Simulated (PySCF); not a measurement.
# C₃H₄BFO₃: reorganisation energies

Wanted: reorganisation energies for C₃H₄BFO₃ (`O[B@H-]1OC(F)=CC=[O+]1`).

Programs: PySCF 2.14.0, with routines of our own; each step states its level. All values are computed. Atoms count from 0.

## 1. The system as given

12 atoms, charge 0, multiplicity 1; geometry from: GFN2-xTB.

## 2. Geometry optimisation at CAM-B3LYP/def2-SV(P)

What the job is given:

```
{"job": {"xc": "CAM-B3LYP", "basis": "def2-SV(P)", "grid": 1, "kind": "geom"}, "charge": 0, "multiplicity": 1}
O     -1.727242    -1.054419    -0.477836
B     -1.097117    -0.517483     0.634096
O      0.471550    -1.149121     0.591858
C      1.310657    -0.512504    -0.055550
F      2.468318    -1.153228    -0.287438
C      1.209258     0.796912    -0.522910
C      0.042762     1.464015    -0.207310
O     -0.945616     0.957440     0.409331
H     -2.211473    -1.861266    -0.320849
H     -1.474302    -0.747285     1.728874
H      2.018338     1.257625    -1.056579
H     -0.063933     2.518630    -0.461713
```

Run with:

```sh
$ OMP_NUM_THREADS=1 python excited_run.py task.json out
```

This one command runs all jobs of the session in turn.

Output:

```text
step   0  E = -466.64264241  max force = 0.023926
step   1  E = -466.64313703  max force = 0.012885
step   2  E = -466.64493056  max force = 0.011632
step   3  E = -466.64529640  max force = 0.010136
step   4  E = -466.64552909  max force = 0.004896
step   5  E = -466.64571168  max force = 0.002321
step   6  E = -466.64572160  max force = 0.001881
step   7  E = -466.64575473  max force = 0.000493
step   8  E = -466.64576917  max force = 0.000332
optimisation converged
```

Run time: 58 s. Hardware: 1 thread of Arm Neoverse V1, shared host; peak memory 0.57 GiB.

Step by step:

```
step  energy from step 0 (eV)  largest force component (eV/Å)
   0                   0.0000                          1.2303
   1                  -0.0135                          0.6626
   2                  -0.0623                          0.5981
   3                  -0.0722                          0.5212
   4                  -0.0786                          0.2518
   5                  -0.0835                          0.1194
   6                  -0.0838                          0.0967
   7                  -0.0847                          0.0254
   8                  -0.0851                          0.0171
```

Close pairs (by a distance rule), those that changed most:

```
  bond  before (Å)  after (Å)  change (Å)
 B1–O2       1.692      1.608      -0.083
 B1–H9       1.181      1.217      +0.036
 C3–F4       1.343      1.310      -0.034
C5–H10       1.073      1.087      +0.014
 B1–O7       1.500      1.513      +0.013
 O0–H8       0.954      0.965      +0.011
C6–H11       1.090      1.099      +0.009
 O2–C3       1.236      1.242      +0.006
```

The next job starts from the end point, and lists it.

```
                         at the end point                value
  point group (found at 0.08 Å tolerance)                   C1
rotational constants (GHz, main isotopes)  3.497, 1.922, 1.406
                        dipole moment (D)                 2.21
```

## 3. Relaxation after adding or removing an electron (C3H4BFO3+ (doublet)): UKS CAM-B3LYP/def2-SV(P)

What the job is given:

```
{"job": {"kind": "ionopt", "ions": [1], "xc": "CAM-B3LYP", "basis": "def2-SV(P)", "grid": 1}, "charge": 1, "multiplicity": 2}
O     -1.470561    -1.325870    -0.646323
B     -1.096663    -0.612761     0.489472
O      0.441707    -0.966074     0.798422
C      1.358090    -0.340490     0.239558
F      2.557902    -0.854861     0.345107
C      1.210699     0.874929    -0.437649
C     -0.055492     1.426573    -0.388404
O     -1.069077     0.858009     0.135510
H     -2.004375    -2.100130    -0.431171
H     -1.690889    -0.788500     1.536648
H      2.061328     1.384837    -0.883349
H     -0.241657     2.434606    -0.785616
```

Level: UKS CAM-B3LYP/def2-SV(P) geometry optimisation of the ion from the geometry of its parent, gas phase.

Output:

```text
step       E/Eh        max force   <S^2>
  0    -466.27777283   0.061945   0.7738
  1    -466.28910829   0.014086   0.7729
  2    -466.28997474   0.012550   0.7723
  3    -466.29143663   0.010882   0.7704
  4    -466.29215797   0.007502   0.7697
  5    -466.29254503   0.002909   0.7691
  6    -466.29262364   0.003264   0.7687
  7    -466.29270132   0.001919   0.7689
  8    -466.29272885   0.001424   0.7691
  9    -466.29274829   0.000916   0.7694
 10    -466.29276194   0.000694   0.7696
 11    -466.29277765   0.000585   0.7698
 12    -466.29278666   0.000556   0.7699
 13    -466.29278997   0.000363   0.7700
optimisation converged
```

Wall time 2.6 min (1 thread of Arm Neoverse V1, shared host); peak memory 0.66 GiB.

Key values:

```
             quantity    value
geometry moved (RMSD)  0.243 Å
                 ⟨S²⟩    0.770
```

Bonds of the start that changed most:

```
 bond  start (Å)  end (Å)
B1–O2      1.608    1.674
C3–C5      1.399    1.456
C5–C6      1.382    1.435
O0–B1      1.392    1.344
O7–B1      1.513    1.559
C6–O7      1.275    1.244
```

Mulliken spin populations:

```
atom  value (e)
  O0       0.01
  B1      -0.01
  O2       0.15
  C3      -0.09
  F4       0.00
  C5       0.80
  C6      -0.13
  O7       0.25
  H8       0.00
  H9       0.06
 H10      -0.03
 H11       0.00
```

## 4. Relaxation after adding or removing an electron (C₃H₄BFO₃− (doublet)): UKS CAM-B3LYP/def2-SV(P)

The job, as its differences from that of step 3:

```diff
@@ -1,2 +1,2 @@
-{"job": {"kind": "ionopt", "ions": [1], "xc": "CAM-B3LYP", "basis": "def2-SV(P)", "grid": 1}, "charge": 1, "multiplicity": 2}
+{"job": {"kind": "ionopt", "ions": [-1], "xc": "CAM-B3LYP", "basis": "def2-SV(P)", "grid": 1}, "charge": -1, "multiplicity": 2}
 O     -1.470561    -1.325870    -0.646323
```

With the program's defaults for keys left out, this is: UKS CAM-B3LYP/def2-SV(P) geometry optimisation of the ion from the geometry of its parent, gas phase.

Output:

```text
step       E/Eh        max force   <S^2>
  0    -466.64041072   0.072771   0.7804
  1    -466.61499306   0.215527   0.7823
  2    -466.64823753   0.077991   0.7836
  3    -466.65579780   0.023767   0.7829
  4    -466.65712625   0.021547   0.7834
  5    -466.65865124   0.008490   0.7822
  6    -466.65897219   0.004172   0.7821
  7    -466.65922216   0.002530   0.7821
  8    -466.65939588   0.001508   0.7820
  9    -466.65977347   0.006656   0.7817
 10    -466.65997045   0.006771   0.7817
 11    -466.66039006   0.003612   0.7823
 12    -466.66043660   0.001507   0.7825
 13    -466.66044983   0.000855   0.7826
 14    -466.66045067   0.000988   0.7825
 15    -466.66045282   0.000532   0.7825
 16    -466.66045420   0.000237   0.7825
optimisation converged
```

It took 2.9 min on 1 thread of Arm Neoverse V1, shared host; peak memory 0.73 GiB.

From this job:

```
             quantity    value
geometry moved (RMSD)  0.225 Å
                 ⟨S²⟩    0.782
```

Bonds of the start that changed most:

```
 bond  start (Å)  end (Å)
C6–O7      1.275    1.341
B1–O2      1.608    1.543
O2–C3      1.242    1.304
O0–B1      1.392    1.447
C3–F4      1.310    1.356
O7–B1      1.513    1.470
```

## 5. Reorganisation energies: UKS CAM-B3LYP/def2-SV(P)

The job, as its differences from that of step 4:

```diff
@@ -1,2 +1,2 @@
-{"job": {"kind": "ionopt", "ions": [-1], "xc": "CAM-B3LYP", "basis": "def2-SV(P)", "grid": 1}, "charge": -1, "multiplicity": 2}
+{"job": {"kind": "reorg", "ions": [1, -1], "xc": "CAM-B3LYP", "basis": "def2-SV(P)", "grid": 1}, "charge": 0, "multiplicity": 1}
 O     -1.470561    -1.325870    -0.646323
```

Level: UKS CAM-B3LYP/def2-SV(P) four-point reorganisation energy, gas phase.

Output:

```text
final grid: 51448 points
cycle   1  E = -466.3857929980  dE =  1.768e+00  |g| = 1.149e+00  |ddm| = 3.746e+00
cycle   2  E = -466.1711162212  dE =  2.147e-01  |g| = 1.615e+00  |ddm| = 2.398e+00
cycle   3  E = -466.6412147185  dE = -4.701e-01  |g| = 1.430e-01  |ddm| = 1.538e+00
cycle   4  E = -466.6445735771  dE = -3.359e-03  |g| = 7.824e-02  |ddm| = 1.811e-01
cycle   5  E = -466.6457241560  dE = -1.151e-03  |g| = 1.397e-02  |ddm| = 7.154e-02
cycle   6  E = -466.6457634065  dE = -3.925e-05  |g| = 4.778e-03  |ddm| = 1.667e-02
cycle   7  E = -466.6457688003  dE = -5.394e-06  |g| = 9.326e-04  |ddm| = 5.164e-03
cycle   8  E = -466.6457691034  dE = -3.031e-07  |g| = 4.203e-04  |ddm| = 1.768e-03
cycle   9  E = -466.6457691600  dE = -5.651e-08  |g| = 1.604e-04  |ddm| = 6.639e-04
cycle  10  E = -466.6457691666  dE = -6.612e-09  |g| = 6.817e-05  |ddm| = 2.254e-04
cycle  11  E = -466.6457691684  dE = -1.831e-09  |g| = 2.802e-05  |ddm| = 1.293e-04
cycle  12  E = -466.6457691686  dE = -1.814e-10  |g| = 1.205e-05  |ddm| = 3.699e-05
converged SCF energy = -466.6457691686

hole transfer: vertical 9.9234 eV, relaxation of the ion converged
  adiabatic 9.6051 eV, lambda(ion) 0.3183, lambda(parent) 0.3741, total 0.6925 eV

electron transfer: vertical -0.1144 eV, relaxation of the ion converged
  adiabatic 0.3996 eV, lambda(ion) 0.5140, lambda(parent) 0.5309, total 1.0449 eV
```

Wall time 4.2 s (1 thread of Arm Neoverse V1, shared host); peak memory 0.73 GiB.

## 6. Summary of results

```
                                                         quantity                 value
                                                      point group                    C1
                             rotational constants (main isotopes)  3.50, 1.92, 1.41 GHz
         geometry moved (RMSD) (step 3, UKS CAM-B3LYP/def2-SV(P))               0.243 Å
         geometry moved (RMSD) (step 4, UKS CAM-B3LYP/def2-SV(P))               0.225 Å
    hole reorganisation energy (step 5, UKS CAM-B3LYP/def2-SV(P))             0.6925 eV
electron reorganisation energy (step 5, UKS CAM-B3LYP/def2-SV(P))             1.0449 eV
```

In words: Relaxing lowered the energy by 0.085 eV in 8 steps; the close pair that moved most is B1–O2, from 1.692 to 1.608 Å. In step 3 (relaxation after adding or removing an electron), among the bonds B1–O2 changes most, from 1.608 to 1.674 Å. The atoms move far more than that, so angles or torsions carry the main change. In step 4 (relaxation after adding or removing an electron), among the bonds C6–O7 changes most, from 1.275 to 1.341 Å.
